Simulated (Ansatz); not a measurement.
# TiAl: a tetragonal deformation path

This session takes TiAl and sets out to look for other minima along a tetragonal path.

Computed with Ansatz 0.2.0 (DFT PBEsol, scalar-relativistic, plane waves, PAW, unless a step's input says otherwise).

2 further runs of the same task are left out: 2 set aside as unsound or not needed. Runs told in other sessions of the task aren't counted.

**1. The system as given**

Symmetry: P4/mmm, No. 123, tetragonal system. Conventional cell: a = 2.795 Å, b = 2.795 Å, c = 4.039 Å, α = 90.00°, β = 90.00°, γ = 90.00°. Ti (site symmetry 4/mmm) has 4 Ti at 2.80 Å and 8 Al at 2.83 Å in its first shell of neighbours. Al (site symmetry 4/mmm) is surrounded by 4 Al at 2.80 Å and 8 Ti at 2.83 Å.

Structure file:

```xyz
2
Lattice="2.7952 0.0000 0.0000 0.0000 2.7952 0.0000 0.0000 0.0000 4.0387" Properties=species:S:1:pos:R:3 pbc="T T T"
Ti    0.0000    0.0000    0.0000
Al    1.3976    1.3976    2.0194
```

This cell was relaxed beforehand with the same method: volume 15.78 Å³/atom, gap on the mesh none (metal).

**2. The undisturbed cell**

Input file input.yaml:

```yaml
crystal:
  lattice:
    - [2.7951585985, 0.0, 0.0]
    - [0.0, 2.7951585985, 0.0]
    - [0.0, 0.0, 4.0387404752]
  atoms:
    - { symbol: Ti, position: [0.0, 0.0, 0.0] }
    - { symbol: Al, position: [0.5, 0.5, 0.5] }
basis:
  ecutwfc: 420
kpoints:
  mp_grid: { grid: [24, 24, 16] }
hamiltonian:
  xc: pbesol
scf:
  occupations: { method: gaussian, width: 0.15 }
output:
  forces: true
  stress: true
  eigenvalues: true
```

The run is started by

```bash
> ansatz run input.yaml --threads 1 --pin off --max-ram 2560MiB --backend cpu --events-out ev --progress --plain --runs-dir out
```

**3. Setting up a tetragonal deformation path**

At fixed volume and fractional coordinates, lengths along (0.000, 0.000, 1.000) are scaled against those across it; ρ is that ratio over its starting value.

**4. Point ρ = 0.850**

Changes to input.yaml since step 2:

```diff
@@ -2,5 +2,5 @@
   lattice:
-    - [2.7951585985, 0.0, 0.0]
-    - [0.0, 2.7951585985, 0.0]
-    - [0.0, 0.0, 4.0387404752]
+    - [2.9507572288, 0.0, 0.0]
+    - [0.0, 2.9507572288, 0.0]
+    - [0.0, 0.0, 3.6240309441]
   atoms:
```

**5. ρ = 1.200**

Changes to input.yaml since step 4:

```diff
@@ -2,5 +2,5 @@
   lattice:
-    - [2.9507572288, 0.0, 0.0]
-    - [0.0, 2.9507572288, 0.0]
-    - [0.0, 0.0, 3.6240309441]
+    - [2.6303449476, 0.0, 0.0]
+    - [0.0, 2.6303449476, 0.0]
+    - [0.0, 0.0, 4.5607203582]
   atoms:
```

**6. Point ρ = 0.920**

Changes to input.yaml since step 5:

```diff
@@ -2,5 +2,5 @@
   lattice:
-    - [2.6303449476, 0.0, 0.0]
-    - [0.0, 2.6303449476, 0.0]
-    - [0.0, 0.0, 4.5607203582]
+    - [2.8739365733, 0.0, 0.0]
+    - [0.0, 2.8739365733, 0.0]
+    - [0.0, 0.0, 3.8203618395]
   atoms:
```

**7. Point ρ = 1.100**

Changes to input.yaml since step 6:

```diff
@@ -2,5 +2,5 @@
   lattice:
-    - [2.8739365733, 0.0, 0.0]
-    - [0.0, 2.8739365733, 0.0]
-    - [0.0, 0.0, 3.8203618395]
+    - [2.7077520497, 0.0, 0.0]
+    - [0.0, 2.7077520497, 0.0]
+    - [0.0, 0.0, 4.3036908841]
   atoms:
```

**8. ρ = 0.960**

Changes to input.yaml since step 7:

```diff
@@ -2,5 +2,5 @@
   lattice:
-    - [2.7077520497, 0.0, 0.0]
-    - [0.0, 2.7077520497, 0.0]
-    - [0.0, 0.0, 4.3036908841]
+    - [2.833453201, 0.0, 0.0]
+    - [0.0, 2.833453201, 0.0]
+    - [0.0, 0.0, 3.9303096605]
   atoms:
```

**9. Point ρ = 1.050**

Changes to input.yaml since step 8:

```diff
@@ -2,5 +2,5 @@
   lattice:
-    - [2.833453201, 0.0, 0.0]
-    - [0.0, 2.833453201, 0.0]
-    - [0.0, 0.0, 3.9303096605]
+    - [2.7500675103, 0.0, 0.0]
+    - [0.0, 2.7500675103, 0.0]
+    - [0.0, 0.0, 4.1722675121]
   atoms:
```

**10. Point ρ = 0.800**

Changes to input.yaml since step 9:

```diff
@@ -2,5 +2,5 @@
   lattice:
-    - [2.7500675103, 0.0, 0.0]
-    - [0.0, 2.7500675103, 0.0]
-    - [0.0, 0.0, 4.1722675121]
+    - [3.0109933244, 0.0, 0.0]
+    - [0.0, 3.0109933244, 0.0]
+    - [0.0, 0.0, 3.4804810335]
   atoms:
```

**11. Point ρ = 1.300**

Changes to input.yaml since step 10:

```diff
@@ -2,5 +2,5 @@
   lattice:
-    - [3.0109933244, 0.0, 0.0]
-    - [0.0, 3.0109933244, 0.0]
-    - [0.0, 0.0, 3.4804810335]
+    - [2.5610929317, 0.0, 0.0]
+    - [0.0, 2.5610929317, 0.0]
+    - [0.0, 0.0, 4.8106989694]
   atoms:
```

(Steps that only read results are left out.)

Before running it: what results should come out? Wanted: highest point.

**Answer**, as computed:

```
     quantity                        value
highest point  251.1 meV/atom at ρ = 1.300
```

What this shows: No sampled point lies below the undisturbed cell. No sampled point inside the path is a dip, apart from those named.
